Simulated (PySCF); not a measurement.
# [GdF3(NH3)]−: from a template to the relaxed complex

Task: relax [GdF3(NH3)]−, compute its harmonic modes and analyse its electrons. The structure is generated, not taken from experiment.

Program: PySCF 2.14.0. Level of theory: PBE0, Gd lcecp-0-SVP with ECP54, F def2-SVP, N def2-SVP, H def2-SVP; scalar-relativistic core potentials, no spin–orbit coupling. These are calculated values, not measurements.

1 further run of the same task is left out (for a known fault of the program).

## 1. The starting structure

8 atoms, charge -1, spin multiplicity 1.

Bond lengths: Gd1–F2 2.247 Å, Gd1–F3 2.247 Å, Gd1–F4 2.247 Å, Gd1–N5 2.692 Å, N5–H6 1.020 Å, N5–H7 1.020 Å, N5–H8 1.020 Å. Angles: F2–Gd1–F3 109.5°, F2–Gd1–F4 109.5°, F2–Gd1–N5 109.5°, F3–Gd1–F4 109.5°, F3–Gd1–N5 109.5°, F4–Gd1–N5 109.5°, Gd1–N5–H6 113.0°, Gd1–N5–H7 113.0°, Gd1–N5–H8 113.0°, H6–N5–H7 105.8°, H6–N5–H8 105.8°, H7–N5–H8 105.8°.

As a file:

```xyz
8
F3GdH3N
Gd    0.0000    0.0000    0.0000
F     1.2972    1.2972    1.2972
F    -1.2972   -1.2972    1.2972
F     1.2972   -1.2972   -1.2972
N    -1.5545    1.5545   -1.5545
H    -2.1677    2.1677   -1.0174
H    -1.0174    2.1677   -2.1677
H    -2.1677    1.0174   -2.1677
```

Formal oxidation states: Gd +2. Each metal's 8 4f electrons lie in its core potential, so multiplicities, spins and levels count the valence alone. For divalent La, Ce, Gd or Lu the extra electron is normally 5d or 6s, so this core forces an excited configuration.

## 2. SCF at the start, singlet

run.py (the lines that set the calculation)

```python
mol = gto.M(atom='''
Gd     0.00000     0.00000     0.00000
F      1.29720     1.29720     1.29720
F     -1.29720    -1.29720     1.29720
F      1.29720    -1.29720    -1.29720
N     -1.55450     1.55450    -1.55450
H     -2.16770     2.16770    -1.01740
H     -1.01740     2.16770    -2.16770
H     -2.16770     1.01740    -2.16770''',
    basis={'Gd': 'lcecp-0-SVP', 'F': 'def2-SVP', 'N': 'def2-SVP', 'H': 'def2-SVP'},
    ecp={'Gd': 'lcecp-0-SVP'},
    charge=-1, spin=0)
mf = dft.RKS(mol, xc='PBE0')
mf.grids.atom_grid = (50, 194)  # f atoms: unpruned, at least (60, 302)
mf = mf.density_fit()  # fitting sets: Gd AutoAux, F def2-universal-JKFIT, N def2-universal-JKFIT, H def2-universal-JKFIT
mf.conv_tol = 1e-08; mf.max_cycle = 55
mf.kernel(dm0)  # dm0: free metal ions and neutral atoms
```

Command:

```sh
$ OMP_NUM_THREADS=2 python run.py
```

The log of the run:

```text
init E= -400.119756982286
cycle= 1 E= -384.027143473366  delta_E= 16.1  |g|= 2.96  |ddm|= 4.01
cycle= 2 E= -383.31642807822  delta_E= 0.711  |g|= 3.58  |ddm|= 4.28
cycle= 3 E= -385.581542282887  delta_E= -2.27  |g|= 0.181  |ddm|= 2.21
cycle= 4 E= -385.588547748715  delta_E= -0.00701  |g|= 0.0789  |ddm|= 0.273
cycle= 5 E= -385.589610503342  delta_E= -0.00106  |g|= 0.0314  |ddm|= 0.0794
cycle= 6 E= -385.589818110002  delta_E= -0.000208  |g|= 0.00231  |ddm|= 0.0255
cycle= 7 E= -385.589819047255  delta_E= -9.37e-07  |g|= 0.000228  |ddm|= 0.00191
cycle= 8 E= -385.589819060015  delta_E= -1.28e-08  |g|= 5.91e-05  |ddm|= 0.000329
cycle= 9 E= -385.589819060921  delta_E= -9.05e-10  |g|= 7e-06  |ddm|= 8.12e-05
Extra cycle  E= -385.589819060924  delta_E= -3.07e-12  |g|= 6.13e-06  |ddm|= 1.31e-05
converged SCF energy = -385.589819060924
```

Run time: 2.5 s. Hardware: 2 threads of Arm Neoverse V2, shared host; peak memory 0.6 GiB.

It gives: E = -385.589819 Eh, frontier levels not given, since the 4f levels lie in the core, Mulliken charge on Gd1 +0.65 e. 

## 3. Relaxation, singlet

Steps are kept in the start's point group, C3v.

run.py (the lines that set the calculation)

```python
mol = gto.M(atom='''
Gd     0.01085    -0.01085     0.01085
F      1.30805     1.28635     1.30805
F     -1.28635    -1.30805     1.30805
F      1.30805    -1.30805    -1.28635
N     -1.54365     1.54365    -1.54365
H     -2.15685     2.15685    -1.00655
H     -1.00655     2.15685    -2.15685
H     -2.15685     1.00655    -2.15685''',
    basis={'Gd': 'lcecp-0-SVP', 'F': 'def2-SVP', 'N': 'def2-SVP', 'H': 'def2-SVP'},
    ecp={'Gd': 'lcecp-0-SVP'},
    charge=-1, spin=0)
mf = dft.RKS(mol, xc='PBE0')
mf.grids.atom_grid = (50, 194)  # f atoms: unpruned, at least (60, 302)
mf = mf.density_fit()  # fitting sets: Gd AutoAux, F def2-universal-JKFIT, N def2-universal-JKFIT, H def2-universal-JKFIT
mf.conv_tol = 1e-08; mf.max_cycle = 55
mf.kernel(dm0)  # dm0: an SCF of this state at this start
# quasi-Newton relaxation in Cartesian coordinates to a largest gradient under 0.00045 Eh/bohr, steps kept in the point group
```

Command:

```sh
$ OMP_NUM_THREADS=2 python run.py
```

No log is kept here; the results follow.

Wall time 38 s (2 threads of Arm Neoverse V2, shared host).

The steps of the relaxation:

| step | energy from step 1 (eV) | largest force component (eV/Å) |
| --- | --- | --- |
| 1 | 0.0000 | 0.8297 |
| 2 | -0.0814 | 0.5879 |
| 3 | -0.2006 | 0.1968 |
| 4 | -0.2383 | 0.1026 |
| 5 | -0.2477 | 0.1149 |
| 6 | -0.2529 | 0.0852 |
| 7 | -0.2576 | 0.0736 |
| 8 | -0.2590 | 0.0688 |
| 9 | -0.2610 | 0.0420 |
| 10 | -0.2619 | 0.0280 |
| 11 | -0.2621 | 0.0105 |
| 12 | -0.2621 | 0.0029 |

Close pairs (by a distance rule), those that changed most:

| bond | before (Å) | after (Å) | change (Å) |
| --- | --- | --- | --- |
| Gd1–N5 | 2.692 | 2.733 | +0.041 |
| Gd1–F2 | 2.247 | 2.228 | -0.019 |
| Gd1–F3 | 2.247 | 2.228 | -0.019 |
| Gd1–F4 | 2.247 | 2.228 | -0.019 |
| N5–H7 | 1.020 | 1.018 | -0.002 |
| N5–H6 | 1.020 | 1.018 | -0.002 |
| N5–H8 | 1.020 | 1.018 | -0.002 |

It ends in C3v at E = -385.599453 Eh.

```xyz
8
charge -1, multiplicity 1
Gd    0.1542   -0.1542    0.1542
F     1.1239    1.6018    1.1239
F    -1.6018   -1.1239    1.1239
F     1.1239   -1.1239   -1.6018
N    -1.4239    1.4239   -1.4239
H    -2.0215    2.0215   -0.8567
H    -0.8567    2.0215   -2.0215
H    -2.0215    0.8567   -2.0215
```

## 4. The relaxed geometry turned into its symmetry frame

run.py (the lines that set the calculation)

```python
mol = gto.M(atom='''
Gd     0.10355    -0.10355     0.10355
F      1.07326     1.65243     1.07326
F     -1.65243    -1.07326     1.07326
F      1.07326    -1.07326    -1.65243
N     -1.47460     1.47460    -1.47460
H     -2.07214     2.07214    -0.90734
H     -0.90734     2.07214    -2.07214
H     -2.07214     0.90734    -2.07214''',
    basis={'Gd': 'lcecp-0-SVP', 'F': 'def2-SVP', 'N': 'def2-SVP', 'H': 'def2-SVP'},
    ecp={'Gd': 'lcecp-0-SVP'},
    charge=-1, spin=0)
mf = dft.RKS(mol, xc='PBE0')
mf.grids.atom_grid = (50, 194)  # f atoms: unpruned, at least (60, 302)
mf = mf.density_fit()  # fitting sets: Gd AutoAux, F def2-universal-JKFIT, N def2-universal-JKFIT, H def2-universal-JKFIT
mf.conv_tol = 1e-08; mf.max_cycle = 55
mf.kernel(dm0)  # dm0: free metal ions and neutral atoms
```

Command:

```sh
$ OMP_NUM_THREADS=2 python run.py
```

The log of the run:

```text
init E= -400.115933154928
cycle= 1 E= -383.867895455634  delta_E= 16.2  |g|= 3.04  |ddm|= 4.05
cycle= 2 E= -383.15231365037  delta_E= 0.716  |g|= 3.69  |ddm|= 4.43
cycle= 3 E= -385.588317316221  delta_E= -2.44  |g|= 0.212  |ddm|= 2.28
cycle= 4 E= -385.598253692807  delta_E= -0.00994  |g|= 0.077  |ddm|= 0.301
cycle= 5 E= -385.599158584449  delta_E= -0.000905  |g|= 0.0375  |ddm|= 0.0827
cycle= 6 E= -385.599451539098  delta_E= -0.000293  |g|= 0.00239  |ddm|= 0.0295
cycle= 7 E= -385.599452516858  delta_E= -9.78e-07  |g|= 0.000236  |ddm|= 0.00193
cycle= 8 E= -385.599452531664  delta_E= -1.48e-08  |g|= 3.03e-05  |ddm|= 0.000327
cycle= 9 E= -385.599452531982  delta_E= -3.18e-10  |g|= 8.09e-06  |ddm|= 5.41e-05
Extra cycle  E= -385.59945253199  delta_E= -8.3e-12  |g|= 7.07e-06  |ddm|= 1.57e-05
converged SCF energy = -385.59945253199
```

Wall time 1.6 s (2 threads of Arm Neoverse V2, shared host).

It gives: E = -385.599453 Eh, frontier levels not given, since the 4f levels lie in the core, Mulliken charge on Gd1 +0.64 e. 

## 5. Harmonic vibrations

Edit run.py (the lines that set the calculation) of step 4 so:

```diff
@@ -15,3 +15,4 @@
 mf = mf.density_fit()  # fitting sets: Gd AutoAux, F def2-universal-JKFIT, N def2-universal-JKFIT, H def2-universal-JKFIT
-mf.conv_tol = 1e-08; mf.max_cycle = 55
-mf.kernel(dm0)  # dm0: free metal ions and neutral atoms
+mf.conv_tol = 1e-10; mf.max_cycle = 55
+mf.kernel(dm0)  # dm0: the density of the relaxed state
+# Hessian and dipole derivatives by central differences of gradients, 0.02 bohr
```

Command:

```sh
$ OMP_NUM_THREADS=2 python run.py
```

The driver keeps no SCF log for this step, only its results.

Wall time 50 s (2 threads of Arm Neoverse V2, shared host).

Point group C3v; negative numbers are unstable modes, and those under 60 cm⁻¹ are near the numerical noise:

| cm⁻¹ | km/mol | symmetry |
| --- | --- | --- |
| 52 | 4.2 | e |
| 52 | 4.2 | e |
| 85 | 73.3 | a1 |
| 104 | 18.2 | e |
| 104 | 18.2 | e |
| 131 | 0.0 | a2 |
| 218 | 5.4 | a1 |
| 356 | 16.8 | e |
| 356 | 16.8 | e |
| 405 | 155.1 | e |
| 405 | 155.1 | e |
| 415 | 1.9 | a1 |
| 1007 | 149.1 | a1 |
| 1630 | 16.4 | e |
| 1630 | 16.4 | e |
| 3521 | 3.8 | a1 |
| 3668 | 16.9 | e |
| 3668 | 16.9 | e |

## 6. Properties on a finer grid

run.py (the lines that set the calculation)

```python
mol = gto.M(atom='''
Gd     0.15422    -0.15422     0.15422
F      1.12393     1.60177     1.12393
F     -1.60177    -1.12393     1.12393
F      1.12393    -1.12393    -1.60177
N     -1.42394     1.42394    -1.42394
H     -2.02148     2.02148    -0.85667
H     -0.85667     2.02148    -2.02148
H     -2.02148     0.85667    -2.02148''',
    basis={'Gd': 'lcecp-0-SVP', 'F': 'def2-SVP', 'N': 'def2-SVP', 'H': 'def2-SVP'},
    ecp={'Gd': 'lcecp-0-SVP'},
    charge=-1, spin=0)
mf = dft.RKS(mol, xc='PBE0')
mf.grids.atom_grid = (75, 302)  # f atoms: unpruned, at least (60, 302)
mf = mf.density_fit()  # fitting sets: Gd AutoAux, F def2-universal-JKFIT, N def2-universal-JKFIT, H def2-universal-JKFIT
mf.conv_tol = 1e-09; mf.max_cycle = 55
mf.kernel(dm0)  # dm0: the density of the relaxed state
```

Command:

```sh
$ OMP_NUM_THREADS=2 python run.py
```

The log of the run:

```text
init E= -385.599432857778
cycle= 1 E= -385.599432859509  delta_E= -1.73e-09  |g|= 3.23e-05  |ddm|= 0.00017
cycle= 2 E= -385.599432859305  delta_E= 2.04e-10  |g|= 4.72e-05  |ddm|= 6.02e-05
cycle= 3 E= -385.599432859719  delta_E= -4.14e-10  |g|= 3.49e-06  |ddm|= 3.45e-05
Extra cycle  E= -385.599432859716  delta_E= 3.3e-12  |g|= 5.34e-06  |ddm|= 6.44e-06
converged SCF energy = -385.599432859716
```

Wall time 12 s (2 threads of Arm Neoverse V2, shared host).

Read off: E = -385.599433 Eh, frontier levels not given, since the 4f levels lie in the core, Mulliken charge on Gd1 +0.64 e, largest force component 0.002 eV/Å. 

Löwdin charges:

| atom | value (e) |
| --- | --- |
| Gd1 | 0.35 |
| F2 | -0.51 |
| F3 | -0.51 |
| F4 | -0.51 |
| N5 | -0.05 |
| H6 | 0.08 |
| H7 | 0.08 |
| H8 | 0.08 |

Mulliken charges: Gd1 +0.64, F2 -0.59, F3 -0.59, F4 -0.59, N5 -0.27, H6 +0.14, H7 +0.14, H8 +0.14 e.

Contacts (the nearest donor of each ligand) and Mayer bond orders:

| contact | distance (Å) | bond order |
| --- | --- | --- |
| Gd1–F2 (F) | 2.228 | 0.75 |
| Gd1–F3 (F) | 2.228 | 0.75 |
| Gd1–F4 (F) | 2.228 | 0.75 |
| Gd1–N5 (NH3) | 2.733 | 0.23 |

Mulliken populations of Gd1 outside the core potential: s 2.15, p 6.29, d 0.89, f 0.04.

## 7. Results

| quantity | value |
| --- | --- |
| state and point group | singlet in the valence, C3v |
| modes | 52 to 3668 cm⁻¹, none unstable |
| strongest infrared band (modes within 1.5 cm⁻¹ summed) | 405 cm⁻¹ (310 km/mol) |
| zero-point energy | 1.104 eV |
| ideal gas, 298 K, 1 bar | S = 428.4, Cp = 123.2 J/(mol K) |
| metal–ligand contacts | 2.23 to 2.73 Å |
| frontier levels | frontier levels not given, since the 4f levels lie in the core |
| dipole about the centre of mass | 4.49 D |
| mean polarisability | 5.6 Å³ |

All modes are real within the noise of the softest ones, so the structure is a minimum. The metal carries +0.35 e by Löwdin's partition against a formal +2, and bond orders to the nearest donors reach 0.75. Both measures hang on the basis. One start shape was tried, so another isomer may lie lower. The bases are small and lack diffuse functions. Spin–orbit coupling is left out.
